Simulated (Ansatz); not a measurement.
# Tin, hcp: r²SCAN0 at the r²SCAN geometry

Aim: see what exact exchange does to the levels, and what it costs. Spin polarisation is left out. The cell comes from an earlier r²SCAN relaxation. Exact exchange is dear, so the k-mesh is coarse, and r²SCAN is run on the same mesh for comparison.

Method: DFT, plane waves (500 eV) with PBE-made PAW files, scalar-relativistic; functionals as named at each step, in Ansatz 0.2.0.

## Step 1: The structure to begin with

Symmetry: P6_3/mmc, No. 194, hexagonal system. The conventional cell has a = 3.342 Å, b = 3.342 Å, c = 5.580 Å, α = 90.00°, β = 90.00°, γ = 120.00°. Sn (site symmetry -6m2) is surrounded by 12 Sn at 3.34 to 3.39 Å.

Coordinates:

```
Sn
1.0
     3.34245    0.00000    0.00000
    -1.67122    2.89464    0.00000
     0.00000    0.00000    5.57962
Sn
2
Direct
  0.33333 0.66667 0.25000
  0.66667 0.33333 0.75000
```

## Step 2: r²SCAN, coarse mesh

The run with r²SCAN.

The input, input.yaml:

```yaml
crystal:
  lattice:
    - [3.3424475689, 0.0, 0.0]
    - [-1.6712237844, 2.8946445054, 0.0]
    - [0.0, 0.0, 5.5796202936]
  atoms:
    - { symbol: Sn, position: [0.3333333333, 0.6666666667, 0.25] }
    - { symbol: Sn, position: [0.6666666667, 0.3333333333, 0.75] }
hamiltonian:
  xc: r2scan
  pseudopotentials:
    kind: paw
    azcp:
      Sn: "pseudopotentials/Sn.paw.azcp"
basis:
  ecutwfc: 500
  fft_grid_basis: typed
kpoints:
  mp_grid: { grid: [6, 6, 3], shift: [0, 0, 0] }
magnetization:
  spin_polarized: false
scf:
  occupations: { method: fermi_dirac, width: 0.1 }
output:
  write_density: true
  write_potential: true
  elf: true
  volumetric_format: npy
```

The run is started by

```console
ansatz run input.yaml --threads 4 --pin off --max-ram 8192MiB --backend cpu --events-out ev --progress --plain --runs-dir out
```

## Step 3: r²SCAN0, coarse mesh

The run with r²SCAN0.

input.yaml, as its differences from that of step 2:

```diff
@@ -9,3 +9,3 @@
 hamiltonian:
-  xc: r2scan
+  xc: r2scan0
   pseudopotentials:
```

(Steps that only read results are left out.)

Q: Predict the outcome of this session. Wanted: r²SCAN: gap; r²SCAN0: gap; r²SCAN0: relative to alpha-Sn.

The runs gave:

```
                               quantity                         value
                            r²SCAN: gap  none (levels filled in part)
                           r²SCAN0: gap  none (levels filled in part)
    r²SCAN0: SCF cycles, exchange loops                         17, 2
  r²SCAN0: CPU time over that of r²SCAN                           8.2
r²SCAN0: relative to alpha-Sn (diamond)                 +338 meV/atom
```

**Reading.** Neither r²SCAN nor r²SCAN0 shows a clean gap on this mesh. The hybrid took 8.2 times as much CPU time as r²SCAN on the same settings. The exchange operator of r²SCAN0 was renewed in 2 outer loops. To compare with dense-mesh energies, the change of r²SCAN from this mesh and smearing to its dense run (-25.8 meV/atom, from a run not shown) is added. Under r²SCAN0 it lies 338 meV/atom above alpha-Sn (diamond) (computed apart in the same way); on such meshes a few tens of meV are uncertain for metals. The total energies in the logs cannot be compared from one functional to another.
